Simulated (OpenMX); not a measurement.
Write the native input for OpenMX 3.8.5 that does the following.

| Property | Result |
| --- | --- |
| Task | band structure |
| Functional | PBE |
| Potentials or basis | OpenMX 2013 PBE set, As7.0-s3p2d2, Cu6.0H-s3p2d2, Mn6.0-s3p2d2, grid cutoff 500 Ry |
| k mesh | 7 × 7 × 5 |
| Occupations | fermi-dirac, width 0.05 eV |
| Spin | collinear spin, ferromagnetic start |
| Starting moments | [0.0, 0.0, 0.6, 0.6, 4.0, 4.0] μB |
| Mixing scheme | rmm-diisk |
| SCF threshold | 1e-08 Ha |
| Solver | band |
| Max SCF cycles | 160 |

Crystal: MnCuAs.

```
As Cu Mn
1.0
     3.69949    0.00000    0.00000
     0.00000    3.69949    0.00000
     0.00000    0.00000    6.40842
As Cu Mn
2 2 2
Direct
  0.50000 0.00000 0.22375
  0.00000 0.50000 0.77625
  0.50000 0.50000 0.50000
  0.00000 0.00000 0.50000
  0.50000 0.00000 0.83598
  0.00000 0.50000 0.16402
```

The cell is a database's computed one.

These files were run (other wordings do the same):

MnCuAs.dat

```
System.CurrrentDirectory             ./
System.Name                          MnCuAs
DATA.PATH                            ./DFT_DATA13
level.of.stdout                      1
level.of.fileout                     0
Species.Number                       3
<Definition.of.Atomic.Species
  As  As7.0-s3p2d2           As_PBE13
  Cu  Cu6.0H-s3p2d2          Cu_PBE13H
  Mn  Mn6.0-s3p2d2           Mn_PBE13
Definition.of.Atomic.Species>

Atoms.Number                         6
Atoms.SpeciesAndCoordinates.Unit     FRAC
<Atoms.SpeciesAndCoordinates
    1  As    0.5000000000    0.0000000000    0.2237540000   7.500  7.500
    2  As    0.0000000000    0.5000000000    0.7762460000   7.500  7.500
    3  Cu    0.5000000000    0.5000000000    0.5000000000   9.800  9.200
    4  Cu    0.0000000000    0.0000000000    0.5000000000   9.800  9.200
    5  Mn    0.5000000000    0.0000000000    0.8359800000   9.500  5.500
    6  Mn    0.0000000000    0.5000000000    0.1640200000   9.500  5.500
Atoms.SpeciesAndCoordinates>

Atoms.UnitVectors.Unit               Ang
<Atoms.UnitVectors
     3.6994910000    0.0000000000    0.0000000000
     0.0000000000    3.6994910000    0.0000000000
     0.0000000000    0.0000000000    6.4084220000
Atoms.UnitVectors>

scf.XcType                           GGA-PBE
scf.SpinPolarization                 on
scf.ElectronicTemperature            580.226
scf.energycutoff                     500.0
scf.maxIter                          160
scf.EigenvalueSolver                 band
scf.Kgrid                            7 7 5
scf.Mixing.Type                      rmm-diisk
scf.Init.Mixing.Weight               0.01
scf.Min.Mixing.Weight                0.001
scf.Max.Mixing.Weight                0.2
scf.Mixing.History                   40
scf.Mixing.StartPulay                15
scf.criterion                        1.0e-8
scf.stress.tensor                    on
MD.Type                              nomd
Band.dispersion                      on
Band.Nkpath                          9
<Band.kpath
    9   0.000000  0.000000  0.000000    0.000000  0.500000  0.000000  G X
    9   0.000000  0.500000  0.000000    0.500000  0.500000  0.000000  X M
   13   0.500000  0.500000  0.000000    0.000000  0.000000  0.000000  M G
    5   0.000000  0.000000  0.000000    0.000000  0.000000  0.500000  G Z
    9   0.000000  0.000000  0.500000    0.000000  0.500000  0.500000  Z R
    9   0.000000  0.500000  0.500000    0.500000  0.500000  0.500000  R A
   13   0.500000  0.500000  0.500000    0.000000  0.000000  0.500000  A Z
    5   0.000000  0.500000  0.000000    0.000000  0.500000  0.500000  X R
    5   0.500000  0.500000  0.000000    0.500000  0.500000  0.500000  M A
Band.kpath>
```

Potentials or basis: OpenMX 2013 PBE set, As7.0-s3p2d2, Cu6.0H-s3p2d2, Mn6.0-s3p2d2, grid cutoff 500 Ry.

Command:

```console
$ openmx MnCuAs.dat -nt 1 > MnCuAs.std
```

Results of the run:

```
Pressure                : 2.1 GPa
Largest force           : 0.086 eV/Å
Band gap along the path : none (metal or under the smearing width)
Net moment              : 7.21 μB per cell
Site moments            : As -0.14; Cu -0.02; Mn +3.76 μB
Mulliken charges        : As -0.45; Cu -0.07; Mn +0.52 e
```

Caveat: Mulliken charges move with the basis; the basis of atomic orbitals isn't converged, which shifts pressures, moduli and gaps; only a ferromagnetic start was run, and an antiferromagnetic order may lie lower in energy.

Run time: 14 min on 1 thread of Intel(R) Xeon(R) 6975P-C (Granite Rapids), on a shared host, peak memory 1.9 GiB.
